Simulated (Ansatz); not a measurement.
# C₂H₆BN, SMILES BC(C)=N: a geometry optimisation

Computed with Ansatz's Python interface.

At the Python prompt:
```pycon
>>> import ansatz as az
>>> import numpy as np
>>> params = {
...     "basis_set": "cc-pVDZ",
...     "functional": "pbe0",
... }
>>> geometry_ang = [
...     ("B", [-0.8301, 1.0082, -0.4656]),
...     ("C", [0.2389, -0.0278, -0.243]),
...     ("C", [0.1705, -0.8722, 0.9785]),
...     ("N", [1.2428, -0.2002, -1.1186]),
...     ("H", [-0.8712, 1.7127, -1.4707]),
...     ("H", [-1.7362, 1.2182, 0.3205]),
...     ("H", [-0.6236, -1.5787, 0.9348]),
...     ("H", [1.1819, -1.4391, 1.0941]),
...     ("H", [0.0862, -0.2157, 1.9334]),
...     ("H", [1.2239, 0.3435, -1.9604]),
... ]
>>> molecule = az.Crystal.molecule()
>>> for symbol, xyz in geometry_ang:
...     molecule = molecule.atom(symbol, xyz)
...
>>> base = molecule.calculation()
>>> base = base.basis(gaussian=params["basis_set"]).functional(params["functional"])
>>> symbols = [site.symbol for site in molecule.cartesian_sites]
>>> start = np.array([site.position_ang for site in molecule.cartesian_sites], dtype=float)
>>> def progress(event):
...     if event["event"] == "relax_step":
...         row = event["data"]
...         print(f"step {row['step']:3d}  E = {row['lagrangian_ev']:.6f} eV  largest force component {row['allowed_force_max_ev_ang']:.4f} eV/A")
...
>>> rep = base.relax(force_tolerance=0.005).session().plan().execute(on_event=progress).report
step   1  E = -4331.066288 eV  largest force component 3.5767 eV/A
step   2  E = -4331.468959 eV  largest force component 0.9619 eV/A
step   3  E = -4331.446737 eV  largest force component 1.7353 eV/A
step   4  E = -4331.524803 eV  largest force component 0.4380 eV/A
step   5  E = -4331.527036 eV  largest force component 0.2053 eV/A
step   6  E = -4331.527897 eV  largest force component 0.2093 eV/A
step   7  E = -4331.531788 eV  largest force component 0.0605 eV/A
step   8  E = -4331.533002 eV  largest force component 0.0543 eV/A
step   9  E = -4331.531820 eV  largest force component 0.3096 eV/A
step  10  E = -4331.535723 eV  largest force component 0.1237 eV/A
step  11  E = -4331.537753 eV  largest force component 0.1569 eV/A
step  12  E = -4331.542668 eV  largest force component 0.3560 eV/A
step  13  E = -4331.546582 eV  largest force component 0.2448 eV/A
step  14  E = -4331.549216 eV  largest force component 0.2151 eV/A
step  15  E = -4331.550816 eV  largest force component 0.1945 eV/A
step  16  E = -4331.554736 eV  largest force component 0.1757 eV/A
step  17  E = -4331.555465 eV  largest force component 0.1785 eV/A
step  18  E = -4331.556664 eV  largest force component 0.0650 eV/A
step  19  E = -4331.557024 eV  largest force component 0.0428 eV/A
step  20  E = -4331.557368 eV  largest force component 0.0236 eV/A
step  21  E = -4331.557394 eV  largest force component 0.0119 eV/A
step  22  E = -4331.557469 eV  largest force component 0.0150 eV/A
step  23  E = -4331.556557 eV  largest force component 0.1576 eV/A
step  24  E = -4331.557491 eV  largest force component 0.0057 eV/A
step  25  E = -4331.557514 eV  largest force component 0.0065 eV/A
step  26  E = -4331.500333 eV  largest force component 1.3116 eV/A
step  27  E = -4331.557514 eV  largest force component 0.0052 eV/A
step  28  E = -4331.557510 eV  largest force component 0.0095 eV/A
step  29  E = -4331.557515 eV  largest force component 0.0039 eV/A
>>> end = np.array(rep["positions_ang"])
>>> for key in ("converged", "free_energy_ev", "reference_energy_ev", "n_frozen", "n_occupied", "n_virtual"):
...     print(f"{key:22s} {rep[key]}")
...
converged              True
free_energy_ev         -4331.55754025923
reference_energy_ev    -4331.55754025923
n_frozen               0
n_occupied             [15, 15]
n_virtual              [71, 71]
>>> print("final positions (A) and the move of each atom")
final positions (A) and the move of each atom
>>> for symbol, xyz, old in zip(symbols, end, start):
...     print(f"{symbol:2s} {xyz[0]:10.5f} {xyz[1]:10.5f} {xyz[2]:10.5f}   {np.linalg.norm(xyz - old):7.4f}")
...
B    -0.85557    1.01183   -0.55112    0.0893
C     0.21470   -0.06207   -0.20487    0.0567
C     0.20059   -0.97866    0.97522    0.1107
N     1.28405    0.02381   -0.91931    0.3027
H    -1.25755    1.11148   -1.68544    0.7462
H    -1.18362    1.82810    0.27818    0.8241
H    -0.61559   -1.71353    0.87927    0.1460
H     1.15930   -1.51013    1.05619    0.0836
H     0.00826   -0.41257    1.90105    0.2142
H     1.12853    0.65063   -1.72616    0.3979
>>> charges = rep["charge_distribution"]
>>> print("dipole moment", round(4.803205 * float(np.linalg.norm(charges["dipole_moment_e_ang"])), 3), "D")
dipole moment 1.286 D
>>> print("Mulliken:", [(s, round(q, 3)) for s, q in zip(symbols, charges["mulliken_charges_e"])])
Mulliken: [('B', 0.021), ('C', -0.048), ('C', -0.044), ('N', -0.177), ('H', -0.012), ('H', -0.016), ('H', 0.063), ('H', 0.053), ('H', 0.065), ('H', 0.095)]
>>> with open("c2h6bn_opt.xyz", "w") as handle:
...     handle.write(f"{len(symbols)}\nrelaxed C2H6BN\n")
...     handle.writelines(f"{s:2s} {x:11.6f} {y:11.6f} {z:11.6f}\n" for s, (x, y, z) in zip(symbols, end))
...
18
```

It writes `c2h6bn_opt.xyz`:
```text
10
relaxed C2H6BN
B    -0.855566    1.011835   -0.551119
C     0.214701   -0.062072   -0.204871
C     0.200593   -0.978657    0.975220
N     1.284052    0.023814   -0.919312
H    -1.257555    1.111482   -1.685443
H    -1.183622    1.828096    0.278176
H    -0.615593   -1.713530    0.879266
H     1.159297   -1.510128    1.056188
H     0.008259   -0.412573    1.901054
H     1.128533    0.650633   -1.726159
```

Reading the output:
- Total energies depend on the basis set; only differences at equal settings carry meaning.
- The end point is the stationary point reached from this start; no frequency run checks that it is a minimum, and the basis set is modest.
- Run time: 92 s on 1 thread of Arm Neoverse V1, on a shared host, peak memory 0.23 GiB.
